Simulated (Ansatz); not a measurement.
# C₉H₂₀: basis-set convergence

How large a basis does C₉H₂₀ need? Two functionals are run in growing sets.

Method: one geometry, several basis sets; program: Ansatz 0.2.0, Gaussian basis.

Levels to be run: PBE0-D4/def2-SVP; ωB97M-V/def2-SVP; PBE0-D4/def2-QZVPP; ωB97M-V/def2-QZVPP; the functionals' def2-TZVPP values are taken from earlier runs.

## Step 1: The geometry

All runs share one geometry, relaxed beforehand with PBE0-D4 in a triple-zeta def2 set.

SMILES `CCCCCCCCC`, 29 atoms, charge 0, spin multiplicity 1.

Atoms are counted from 1 here; the program's logs count them from 0.

Bond lengths: C1–C2 1.520 Å, C1–H10 1.094 Å, C1–H11 1.092 Å, C1–H12 1.093 Å, C2–C3 1.525 Å, C2–H13 1.095 Å, C2–H14 1.095 Å, C3–C4 1.524 Å, C3–H15 1.096 Å, C3–H16 1.096 Å, C4–C5 1.521 Å, C4–H17 1.097 Å, C4–H18 1.095 Å, C5–C6 1.525 Å, C5–H19 1.095 Å, C5–H20 1.097 Å, C6–C7 1.524 Å, C6–H21 1.096 Å and more. Angles: C2–C1–H10 111.1°, C2–C1–H11 111.2°, C2–C1–H12 111.9°, H10–C1–H11 107.7°, H10–C1–H12 107.4°, H11–C1–H12 107.3°, C1–C2–C3 113.9°, C1–C2–H13 109.2°, C1–C2–H14 109.5°, C3–C2–H13 108.4°, C3–C2–H14 109.8°, H13–C2–H14 105.7°, C2–C3–C4 115.2°, C2–C3–H15 108.8°, C2–C3–H16 108.7°, C4–C3–H15 108.9°, C4–C3–H16 108.8°, H15–C3–H16 106.1° and more.

## Step 2: PBE0-D4 in def2-SVP

Contents of in.yaml:

```yaml
crystal:
  periodic: [false, false, false]
  atoms:
    - {symbol: C, position_ang: [-1.169436, -2.531537, -0.744044]}
    - {symbol: C, position_ang: [-2.203326, -1.491239, -1.142627]}
    - {symbol: C, position_ang: [-2.586652, -0.537378, -0.016056]}
    - {symbol: C, position_ang: [-1.436770, 0.279265, 0.561628]}
    - {symbol: C, position_ang: [-0.753430, 1.185858, -0.450378]}
    - {symbol: C, position_ang: [0.284129, 2.121757, 0.159365]}
    - {symbol: C, position_ang: [1.437369, 1.431890, 0.878917]}
    - {symbol: C, position_ang: [2.257722, 0.499477, 0.001701]}
    - {symbol: C, position_ang: [3.439951, -0.107080, 0.737150]}
    - {symbol: H, position_ang: [-1.505282, -3.108491, 0.122838]}
    - {symbol: H, position_ang: [-0.981570, -3.234942, -1.558440]}
    - {symbol: H, position_ang: [-0.212204, -2.074008, -0.481778]}
    - {symbol: H, position_ang: [-3.109562, -1.998999, -1.488894]}
    - {symbol: H, position_ang: [-1.835759, -0.921143, -2.002316]}
    - {symbol: H, position_ang: [-3.360054, 0.148365, -0.381583]}
    - {symbol: H, position_ang: [-3.049820, -1.115904, 0.792075]}
    - {symbol: H, position_ang: [-1.821300, 0.893572, 1.384589]}
    - {symbol: H, position_ang: [-0.701537, -0.394215, 1.014315]}
    - {symbol: H, position_ang: [-0.285229, 0.582372, -1.234869]}
    - {symbol: H, position_ang: [-1.515917, 1.789866, -0.956653]}
    - {symbol: H, position_ang: [-0.217749, 2.795539, 0.863666]}
    - {symbol: H, position_ang: [0.693054, 2.760104, -0.632648]}
    - {symbol: H, position_ang: [2.100416, 2.200115, 1.293745]}
    - {symbol: H, position_ang: [1.058248, 0.872056, 1.741778]}
    - {symbol: H, position_ang: [2.611667, 1.050544, -0.877953]}
    - {symbol: H, position_ang: [1.621380, -0.304390, -0.383446]}
    - {symbol: H, position_ang: [4.016835, -0.774990, 0.093289]}
    - {symbol: H, position_ang: [4.117168, 0.669856, 1.103152]}
    - {symbol: H, position_ang: [3.107667, -0.686321, 1.603496]}
basis:
  gaussian: {orbitals: def2-SVP}
hamiltonian: {xc: pbe0, dispersion: d4}
output: {orbitals: {seedname: orbitals}}
```

Launch:

```console
ansatz run in.yaml --threads 4 --pin off --events-out ev --progress --plain --max-ram 66560MiB --backend cpu
```

After this run come: ωB97M-V in def2-SVP; PBE0-D4 in def2-QZVPP; ωB97M-V in def2-QZVPP.

Q: Predict the results of all the runs planned. Wanted: PBE0-D4: double and triple zeta above quadruple; ωB97M-V: double and triple zeta above quadruple.

The runs gave:

```
                                       quantity           value
PBE0-D4: double and triple zeta above quadruple  10.81, 0.55 eV
ωB97M-V: double and triple zeta above quadruple  11.52, 0.54 eV
```

**Reading.** PBE0-D4 gains 10.26 eV from double to triple zeta, then 0.55 eV more. These are total energies; as a rule much of such shifts cancels in differences, which this series doesn't test. The LUMO of ωB97M-V is positive and keeps falling with the basis (3.18 to 1.82 eV): an unbound level that the basis holds in place.
